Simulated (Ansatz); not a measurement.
# C₁₁H₁₄OZr: how energies converge with the basis set

The task here is to estimate one member of a computed series from the others.

Method: one geometry, several basis sets; program: Ansatz 0.2.0, Gaussian basis.

The runs, in order: PBE0-D4/def2-SVP; ωB97M-V/def2-SVP; PBE0-D4/def2-QZVPP; ωB97M-V/def2-QZVPP; the functionals' def2-TZVPP values are taken from earlier runs.

1 further run of the same task is left out (for a known fault of the program).

### Structure used throughout

All runs share one geometry, relaxed beforehand with PBE0-D4 in a triple-zeta def2 set. Zr takes the def2 core potential; no spin-orbit term is included.

SMILES `[CH3][Zr]12345678([OH])([C@H]9[C@@H]1[C@@H]2[C@@H]3[C@H]94)[C@H]1[C@@H]5[C@@H]6[C@@H]7[C@H]18`, 27 atoms, charge 0, spin multiplicity 1.

Atoms are counted from 1 here; the program's logs count them from 0.

Bond lengths: C1–Zr2 2.279 Å, C1–H14 1.095 Å, C1–H15 1.095 Å, C1–H16 1.096 Å, Zr2–O3 1.976 Å, Zr2–C4 2.550 Å, Zr2–C5 2.546 Å, Zr2–C6 2.544 Å, Zr2–C7 2.518 Å, Zr2–C8 2.541 Å, Zr2–C9 2.537 Å, Zr2–C10 2.523 Å, Zr2–C11 2.527 Å, Zr2–C12 2.546 Å, Zr2–C13 2.545 Å, O3–H17 0.956 Å, C4–C5 1.415 Å, C4–C8 1.405 Å and more. Angles: Zr2–C1–H14 115.1°, Zr2–C1–H15 109.3°, Zr2–C1–H16 109.5°, H14–C1–H15 107.6°, H14–C1–H16 107.5°, H15–C1–H16 107.6°, C1–Zr2–O3 98.7°, C1–Zr2–C4 76.9°, C1–Zr2–C5 85.3°, C1–Zr2–C6 117.1°, C1–Zr2–C7 130.4°, C1–Zr2–C8 102.6°, C1–Zr2–C9 122.8°, C1–Zr2–C10 126.9°, C1–Zr2–C11 95.9°, C1–Zr2–C12 75.1°, C1–Zr2–C13 90.7°, O3–Zr2–C4 120.1° and more.

Geometry (Å):

```
C    -1.5463   -1.7477    0.0429
Zr   -0.2077    0.0733    0.3380
O    -0.9450    0.7085    2.0577
C    -1.4197    0.5925   -1.8441
C    -2.0561    1.3643   -0.8440
C    -1.1413    2.3262   -0.3862
C     0.0737    2.1376   -1.0767
C    -0.1087    1.0751   -1.9955
C     2.0139   -0.0390    1.5585
C     2.3098    0.1436    0.1938
C     1.9105   -1.0231   -0.4978
C     1.3699   -1.9220    0.4417
C     1.4270   -1.3120    1.7108
H    -1.3424   -2.3330   -0.8596
H    -2.5913   -1.4244   -0.0014
H    -1.4442   -2.4202    0.9017
H    -0.6718    0.4930    2.9478
H    -1.8629   -0.2279   -2.3871
H    -3.0593    1.2180   -0.4725
H    -1.3147    3.0337    0.4100
H     0.9702    2.7270   -0.9539
H     0.6319    0.6995   -2.6856
H     2.1850    0.6830    2.3437
H     2.7725    1.0152   -0.2437
H     2.0088   -1.1992   -1.5586
H     0.9706   -2.9001    0.2258
H     1.0674   -1.7419    2.6343
```

Set-up of the first run:

The input, in.yaml:

```yaml
crystal:
  periodic: [false, false, false]
  atoms:
    - {symbol: C, position_ang: [-1.546252, -1.747739, 0.042872]}
    - {symbol: Zr, position_ang: [-0.207724, 0.073342, 0.337996]}
    - {symbol: O, position_ang: [-0.944964, 0.708502, 2.057720]}
    - {symbol: C, position_ang: [-1.419740, 0.592459, -1.844087]}
    - {symbol: C, position_ang: [-2.056071, 1.364350, -0.843983]}
    - {symbol: C, position_ang: [-1.141272, 2.326176, -0.386248]}
    - {symbol: C, position_ang: [0.073653, 2.137560, -1.076699]}
    - {symbol: C, position_ang: [-0.108750, 1.075109, -1.995533]}
    - {symbol: C, position_ang: [2.013950, -0.038971, 1.558549]}
    - {symbol: C, position_ang: [2.309783, 0.143635, 0.193822]}
    - {symbol: C, position_ang: [1.910491, -1.023136, -0.497807]}
    - {symbol: C, position_ang: [1.369945, -1.922016, 0.441694]}
    - {symbol: C, position_ang: [1.426971, -1.311977, 1.710804]}
    - {symbol: H, position_ang: [-1.342380, -2.333003, -0.859610]}
    - {symbol: H, position_ang: [-2.591257, -1.424390, -0.001420]}
    - {symbol: H, position_ang: [-1.444161, -2.420203, 0.901705]}
    - {symbol: H, position_ang: [-0.671821, 0.492997, 2.947849]}
    - {symbol: H, position_ang: [-1.862912, -0.227912, -2.387105]}
    - {symbol: H, position_ang: [-3.059321, 1.218013, -0.472530]}
    - {symbol: H, position_ang: [-1.314685, 3.033696, 0.410046]}
    - {symbol: H, position_ang: [0.970185, 2.726972, -0.953886]}
    - {symbol: H, position_ang: [0.631942, 0.699519, -2.685635]}
    - {symbol: H, position_ang: [2.184991, 0.682969, 2.343693]}
    - {symbol: H, position_ang: [2.772520, 1.015165, -0.243739]}
    - {symbol: H, position_ang: [2.008785, -1.199152, -1.558585]}
    - {symbol: H, position_ang: [0.970640, -2.900115, 0.225787]}
    - {symbol: H, position_ang: [1.067435, -1.741860, 2.634342]}
basis:
  gaussian: {orbitals: def2-SVP}
hamiltonian: {xc: pbe0, dispersion: d4}
output: {orbitals: {seedname: orbitals}}
```

Command:

```sh
$ ansatz run in.yaml --threads 11 --pin off --events-out ev --progress --plain --max-ram 110592MiB --backend cpu
```

Among the steps run: PBE0-D4 in def2-SVP; ωB97M-V in def2-SVP; PBE0-D4 in def2-QZVPP; ωB97M-V in def2-QZVPP.

One of the session's tables, all rows but one given; the rest of the session is left out.

It belongs to the step «Density functionals: the series». 

```
functional       basis  HOMO (eV)
   PBE0-D4    def2-SVP      -6.68
   PBE0-D4  def2-TZVPP      -6.67
   PBE0-D4  def2-QZVPP          ?
   ωB97M-V    def2-SVP      -8.77
   ωB97M-V  def2-TZVPP      -8.75
   ωB97M-V  def2-QZVPP      -8.76
```

**Question.** Estimate the row for PBE0-D4, def2-QZVPP.

As computed: HOMO (eV): -6.69. In the column «HOMO (eV)» it lies between ωB97M-V, def2-TZVPP (-8.75) and PBE0-D4, def2-SVP (-6.68).
